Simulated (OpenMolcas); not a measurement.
# Si2H5OF (SMILES O[SiH](F)[SiH3]): levels of theory compared

Wanted: a comparison of 6 runs (BHLYP/6-31G*, M06-2X/6-31G*, PBE/6-31G*, B3LYP/6-31G*, MP2/6-31G*, CCSD(T)/6-31G*) of Si2H5OF. 

Program for the calculation: OpenMolcas 26.06.

1 further run of the same task is left out (set aside as unsound or not needed).

**1. The molecule**

Si2H5OF: 9 atoms, total charge 0, spin state singlet. As SMILES, `O[SiH](F)[SiH3]`. The shape is that of a PBE0-D4/def2-TZVP optimisation. This is one conformer, not always the lowest.

Bond lengths: O1–Si2 1.636 Å, Si2–F3 1.603 Å, Si2–Si4 2.339 Å, O1–H5 0.959 Å, Si2–H6 1.488 Å, Si4–H7 1.487 Å, Si4–H8 1.487 Å, Si4–H9 1.486 Å. Some angles: O1–Si2–F3 110.2°, O1–Si2–Si4 106.9°, F3–Si2–Si4 109.3°, O1–Si2–H6 110.6°, F3–Si2–H6 105.0°, Si4–Si2–H6 114.9°, Si2–O1–H5 118.9°, Si2–Si4–H7 109.6°, Si2–Si4–H8 109.5°, Si2–Si4–H9 110.3°.

**2. Energy and gradient at BHLYP/6-31G(d) (spherical functions) (run 1)**

test.inp

```
>>> EXPORT MOLCAS_PRINT=2

&GATEWAY
 BASLIB = $CurrDir
 COORD
 9
 angstrom
 O       -0.392500      -0.610800       1.768100
 Si      -0.831500      -0.160600       0.257700
 F       -1.775600       1.133800       0.319400
 Si       1.135000       0.371100      -0.891700
 H       -1.050500      -1.005600       2.343000
 H       -1.664600      -1.215400      -0.380600
 H        0.798700       0.860600      -2.255200
 H        1.981700      -0.845200      -1.013900
 H        1.887800       1.425600      -0.163800
 BASIS = 6-31Gs
 GROUP = NoSym

&SEWARD
 GRIDINPUT
 Grid=UltraFine
 End of Grid

&SCF
 KSDFT = HYB_GGA_XC_BHANDHLYP
 THRESHOLDS = 1e-10 1e-07 1e-07 1e-05
 PRORBITALS = 1 1

&ALASKA
```

The basis set 6-31G* is read from a file made from the Basis Set Exchange's data (not shown).

Started as:

```console
export MOLCAS_MEM=1860
pymolcas test.inp > test.log
```

The program printed:

```text
--- Start Module: gateway ---
[...]
--- Stop Module: gateway /rc=_RC_ALL_IS_WELL_ ---
[...]
      Basis functions           74
[...]
--- Start Module: scf ---
[...]
       Convergence after  13 Iterations
[...]
::    Total KS-DFT energy                            -757.0333677876
[...]
      Total spin, S                                     0.0000000000
[...]
      Total electronic charge=   50.000000
      Total            charge=   -0.000000
[...]
      Dipole Moment (debye):
      Origin of the operator (angstrom)=   -0.3079    0.1758    0.1576
                   X= -4.7036E-01               Y= -1.5135E+00               Z=  3.4737E-01           Total=  1.6225E+00
      Quadrupole Moment (debye*angstrom):
[...]
--- Stop Module: scf /rc=_RC_ALL_IS_WELL_ ---
[...]
--- Start Module: alaska ---
[...]
 *              Molecular gradients               *
 **************************************************
  Irreducible representation: a
 ------------------------------------------------------------------------------------------
                              X                       Y                       Z
 ------------------------------------------------------------------------------------------
  O1                7.64765824024849E-04    2.49740923592423E-03   -4.66470419991438E-03
  SI2              -5.45796247192420E-04    1.44359330089117E-03    6.55084425547336E-03
  F3                1.35334065762294E-03   -1.49519841160384E-03   -5.18792243524135E-04
  SI4               5.18982713728633E-04    4.10928556702661E-04   -1.82870075615682E-04
  H5               -1.42911645166022E-03   -1.21492782104271E-03    1.20470427654462E-03
  H6               -2.60053510147795E-03   -2.22205351033455E-03   -1.45862964023191E-03
  H7               -1.32355338415979E-03    1.07604374647163E-03   -3.04130144649140E-03
  H8                1.71889294222050E-03   -3.04661108754001E-03   -4.10045617574850E-05
[...]
--- Stop Module: alaska /rc=_RC_ALL_IS_WELL_ ---
[...]
```

It took 32 s on 1 thread of AMD EPYC 7R43 (Zen 3), shared host; peak memory 0.43 GiB.

**3. Energy and gradient at M06-2X/6-31G(d) (spherical functions) (run 2)**

test.input

```
&gateway
baslib=$CurrDir
coord
9
angstrom
O       -0.392500      -0.610800       1.768100
Si      -0.831500      -0.160600       0.257700
F       -1.775600       1.133800       0.319400
Si       1.135000       0.371100      -0.891700
H       -1.050500      -1.005600       2.343000
H       -1.664600      -1.215400      -0.380600
H        0.798700       0.860600      -2.255200
H        1.981700      -0.845200      -1.013900
H        1.887800       1.425600      -0.163800
basis=6-31Gs
group=NoSym
&seward
gridinput
Grid=UltraFine
End of Grid
&scf
ksdft=M062X
thresholds=1e-10 1e-07 1e-07 1e-05
prorbitals=1 2
&alaska
```

The basis set 6-31G* is read from a file made from the Basis Set Exchange's data (not shown).

Started as:

```console
export MOLCAS_MEM=1860
pymolcas test.input > test.log
```

The program printed:

```text
--- Start Module: gateway ---
[...]
--- Stop Module: gateway /rc=_RC_ALL_IS_WELL_ ---
[...]
      Basis functions           74
[...]
--- Start Module: scf ---
[...]
       Convergence after  13 Iterations
[...]
::    Total KS-DFT energy                            -756.9837911124
[...]
      Total spin, S                                     0.0000000000
[...]
      Total electronic charge=   50.000000
      Total            charge=   -0.000000
[...]
      Dipole Moment (debye):
      Origin of the operator (angstrom)=   -0.3079    0.1758    0.1576
                   X= -5.1163E-01               Y= -1.4804E+00               Z=  3.9020E-01           Total=  1.6142E+00
      Quadrupole Moment (debye*angstrom):
[...]
--- Stop Module: scf /rc=_RC_ALL_IS_WELL_ ---
[...]
--- Start Module: alaska ---
[...]
 *              Molecular gradients               *
 **************************************************
  Irreducible representation: a
 ------------------------------------------------------------------------------------------
                              X                       Y                       Z
 ------------------------------------------------------------------------------------------
  O1               -7.90257043710163E-03   -6.69601653919827E-05   -3.87539814770754E-03
  SI2              -2.73992808760060E-03    2.84526705944899E-03    1.05725930388312E-02
  F3                4.27621592730532E-03   -6.09346462105265E-03   -4.97649772497943E-04
  SI4               2.59129631626109E-03    1.10893263453216E-03   -1.58435346465247E-03
  H5                5.06272222234827E-03    2.71509660697644E-03   -4.28464133742423E-03
  H6               -1.57945480786781E-03   -6.13221312965262E-04   -2.74140942446266E-04
  H7               -7.17854854345057E-04    3.70572792443680E-04   -1.09494340440541E-03
  H8                5.04877999928155E-04   -1.27905992252320E-03    5.59994630925376E-05
[...]
--- Stop Module: alaska /rc=_RC_ALL_IS_WELL_ ---
[...]
```

It took 38 s on 1 thread of AMD EPYC 7R43 (Zen 3), shared host; peak memory 0.43 GiB.

Runs 3 to 5 aren't shown in full; the table further down has their settings and results.

**4. A single-point energy at CCSD(T)/6-31G(d) (spherical functions) (run 6)**

mol.xyz

```xyz
9

O     -0.392500    -0.610800     1.768100
Si    -0.831500    -0.160600     0.257700
F     -1.775600     1.133800     0.319400
Si     1.135000     0.371100    -0.891700
H     -1.050500    -1.005600     2.343000
H     -1.664600    -1.215400    -0.380600
H      0.798700     0.860600    -2.255200
H      1.981700    -0.845200    -1.013900
H      1.887800     1.425600    -0.163800
```

calc.input

```
&GATEWAY
 BasLib=$CurrDir
 Coord=mol.xyz
 Basis=6-31Gs
 Group=NoSym

&SEWARD

&SCF
 Thresholds=1e-10 1e-07 1e-07 1e-05
 PrOrbitals=1 2

&RASSCF
 FileOrb=$Project.ScfOrb
 Spin=1
 Nactel=0 0 0
 Inactive=25
 Ras2=0
 OutOrbitals=Canonical
 OrbListing=NoCore

&MOTRA
 JobIph
 Frozen=12

&CCSDT
 CCT
 Triples=2
 Iterations=80
 Accuracy=1e-08
 Extrapolation=5 4
```

The basis set 6-31G* is read from a file made from the Basis Set Exchange's data (not shown).

Started as:

```console
export MOLCAS_MEM=1860
pymolcas calc.input > calc.log
```

The program printed:

```text
--- Start Module: gateway ---
[...]
--- Stop Module: gateway /rc=_RC_ALL_IS_WELL_ ---
[...]
      Basis functions           74
[...]
       Convergence after  12 Iterations
[...]
::    Total SCF energy                               -755.1368953263
[...]
      Total spin, S                                     0.0000000000
[...]
      Number of active orbitals                  0
[...]
      Spin quantum number                      0.0
[...]
      Active orbitals                            0
[...]
      Number of CSFs                             1
[...]
      Number of root(s) required                 1
[...]
      Convergence after  4 iterations
[...]
      Natural orbitals and occupation numbers for root  1
      ************************************************************************************************************************
      *                                                    Final results                                                     *
      ************************************************************************************************************************
[...]
::    RASSCF root number  1 Total energy:   -755.13689533
[...]
      Total electronic charge=   50.000000
      Total            charge=   -0.000000
[...]
      Dipole Moment (debye):
      Origin of the operator (angstrom)=   -0.3079    0.1758    0.1576
                   X= -4.9513E-01               Y= -1.5982E+00               Z=  3.0195E-01           Total=  1.7001E+00
      Quadrupole Moment (debye*angstrom):
[...]
--- Start Module: motra ---
[...]
      *** WARNING: Default frozen orbitals is overwritten by user input.
      *** Default values:   6
[...]
--- Stop Module: motra /rc=_RC_ALL_IS_WELL_ ---
--- Start Module: ccsdt ---
[...]
      Convergence after                    14  Iterations
      Total energy (diff) :    -755.67953049       0.00000001
[...]
 METHOD                       : CCSD+T(CCSD)+<T3(1)WT1> = CCSD(T)
[...]
       CCSD     =      -755.6795304879947
[...]
--- Stop Module: ccsdt /rc=_RC_ALL_IS_WELL_ ---
[...]
```

Wall time 29 s (1 thread of AMD EPYC 7R43 (Zen 3), shared host); peak memory 0.42 GiB.

**5. The series**

```
run                                 level  Cartesian functions      task  energy (Eh)  dipole moment (D) of the reference  HOMO energy (eV)  LUMO energy (eV)  wall time
  1    BHLYP/6-31G* (spherical functions)                   no  gradient  -757.033368                                1.62             -9.34              1.20       32 s
  2   M06-2X/6-31G* (spherical functions)                   no  gradient  -756.983791                                1.61             -9.27              1.11       38 s
  3      PBE/6-31G* (spherical functions)                   no  gradient  -756.612724                                1.55             -6.86             -0.53       39 s
  4    B3LYP/6-31G* (Cartesian functions)                  yes  gradient  -757.150293                                1.57             -7.93              0.11       33 s
  5      MP2/6-31G* (spherical functions)                   no    energy  -755.643063                                1.70            -11.16              3.46      6.6 s
  6  CCSD(T)/6-31G* (spherical functions)                   no    energy  -755.690040                                1.70            -11.16              3.46       29 s
```

**6. Summary of results**

| quantity | value |
| --- | --- |
| run 6: total energy | -755.69004 Eh |
| run 6: dipole moment (mean-field density) | 1.70 D |
| run 6: HOMO energy (Hartree–Fock orbitals) | -11.16 eV |
| run 6: LUMO energy (Hartree–Fock orbitals) | 3.46 eV |
| run 6: HOMO–LUMO gap (Hartree–Fock orbitals) | 14.62 eV |
| run 6: correlation energy (12 core orbitals frozen) | -553.1 mEh |
| run 6: (T) correction | -10.51 mEh |

In words: Over runs 1, 2, 3, 4 the dipole moment (its size) runs from 1.55 D (PBE/6-31G*) to 1.62 D (BHLYP/6-31G*). Over runs 1, 2, 3, 4 the HOMO–LUMO gap runs from 6.34 eV (PBE/6-31G*) to 10.53 eV (BHLYP/6-31G*). Totals of different functionals can't be ranked against each other. All runs together took 3 min, the longest 39 s.
